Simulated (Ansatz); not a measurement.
**C₂H₇BGaNO: from a rough start to a minimum**

The task is to find a stationary geometry of C₂H₇BGaNO, check the end point by its vibrations and derive ideal-gas thermochemistry, and look at its orbitals and charge.

Program: Ansatz 0.2.0, Gaussian basis. Level of theory: RKS PBE0-D4/def2-TZVP. These are calculated values, not measurements.

Plan: relaxation at PBE0-D4/def2-TZVP; harmonic vibrations at the same level; a single point in def2-TZVPP for the fields.

### Step 1. Where the work starts

SMILES `[BH2][Ga]1[O]C[N]1C`, 13 atoms, charge 0, spin multiplicity 1.

Atoms are counted from 1 here; the program's logs count them from 0.

Bond lengths: B1–Ga2 2.056 Å, B1–H7 1.165 Å, B1–H8 1.166 Å, Ga2–O3 1.829 Å, Ga2–N5 1.879 Å, O3–C4 1.404 Å, C4–N5 1.448 Å, C4–H9 1.104 Å, C4–H10 1.103 Å, N5–C6 1.441 Å, C6–H11 1.090 Å, C6–H12 1.098 Å, C6–H13 1.098 Å. Angles: Ga2–B1–H7 119.5°, Ga2–B1–H8 119.1°, H7–B1–H8 121.3°, B1–Ga2–O3 142.8°, B1–Ga2–N5 142.2°, O3–Ga2–N5 75.0°, Ga2–O3–C4 91.9°, O3–C4–N5 104.6°, O3–C4–H9 110.4°, O3–C4–H10 110.3°, N5–C4–H9 112.0°, N5–C4–H10 111.8°, H9–C4–H10 107.8°, Ga2–N5–C4 88.5°, Ga2–N5–C6 154.4°, C4–N5–C6 116.8°, N5–C6–H11 109.0°, N5–C6–H12 111.2° and more.

Coordinates:

```xyz
13
charge 0, multiplicity 1
B    -0.9124   -2.9878   -0.5034
Ga    0.1531   -1.2841   -0.0705
O     1.7992   -0.6909    0.4632
C     1.3777    0.6480    0.4311
N    -0.0021    0.5872   -0.0046
C    -0.7242    1.8330   -0.0510
H    -1.9620   -2.8979   -1.0000
H    -0.4574   -4.0267   -0.2316
H     1.4761    1.1054    1.4305
H     2.0028    1.2286   -0.2686
H    -1.7428    1.6408   -0.3873
H    -0.7602    2.3083    0.9382
H    -0.2477    2.5362   -0.7459
```

The start is a GFN2-xTB geometry.

### Step 2. Geometry optimisation, PBE0-D4/def2-TZVP

in.yaml reads:

```yaml
crystal:
  periodic: [false, false, false]
  atoms:
    - {symbol: B, position_ang: [-0.912450, -2.987780, -0.503450]}
    - {symbol: Ga, position_ang: [0.153060, -1.284080, -0.070530]}
    - {symbol: O, position_ang: [1.799190, -0.690950, 0.463180]}
    - {symbol: C, position_ang: [1.377700, 0.648020, 0.431090]}
    - {symbol: N, position_ang: [-0.002060, 0.587230, -0.004650]}
    - {symbol: C, position_ang: [-0.724250, 1.832960, -0.050990]}
    - {symbol: H, position_ang: [-1.961960, -2.897950, -1.000000]}
    - {symbol: H, position_ang: [-0.457380, -4.026730, -0.231570]}
    - {symbol: H, position_ang: [1.476050, 1.105380, 1.430530]}
    - {symbol: H, position_ang: [2.002820, 1.228620, -0.268590]}
    - {symbol: H, position_ang: [-1.742790, 1.640770, -0.387290]}
    - {symbol: H, position_ang: [-0.760220, 2.308300, 0.938200]}
    - {symbol: H, position_ang: [-0.247700, 2.536170, -0.745920]}
basis:
  gaussian: {orbitals: def2-TZVP}
hamiltonian: {xc: pbe0, dispersion: d4}
relax: {f_tol: 0.005, max_steps: 150}
```

On the command line:

```
$ ansatz run in.yaml --threads 2 --pin off --events-out ev --progress --plain --max-ram 22528MiB --backend cuda --devices 0, --max-vram 18GiB
```

After this run come: Vibrations by finite differences; Fields at the relaxed geometry.

Q: Predict the results of all the runs planned. Wanted: point group; shift from the start; total energy; dispersion term; dipole moment; lowest, highest wavenumber; zero-point energy; HOMO, LUMO.

**Answer**, as computed:

```
                  quantity            value
               point group               Cs
                     steps               22
shift from the start (rms)          0.102 Å
              total energy   -58766.6293 eV
           dispersion term         -243 meV
             dipole moment           2.50 D
lowest, highest wavenumber    76, 3115 cm⁻¹
         zero-point energy     249.0 kJ/mol
       entropy at 298.15 K  378.2 J/(mol K)
                HOMO, LUMO  -6.23, -3.12 eV
```

**Reading.** The atoms moved 0.10 Å (rms) from the start; the bond that changed most is Ga2–N5, from 1.879 to 1.835 Å. No mode is imaginary: a true minimum at this level. The stiffest mode, 3115 cm⁻¹, is a C–H stretch, and 5 modes under 200 cm⁻¹ make the vibrational entropy uncertain. Harmonic hybrid wavenumbers usually lie a few per cent above measured fundamentals. The largest Mulliken charge, -0.46 e, sits on O3. The HOMO lies mostly on N5 59 %; Ga2 10 % and the LUMO on B1 52 %; Ga2 15 %.
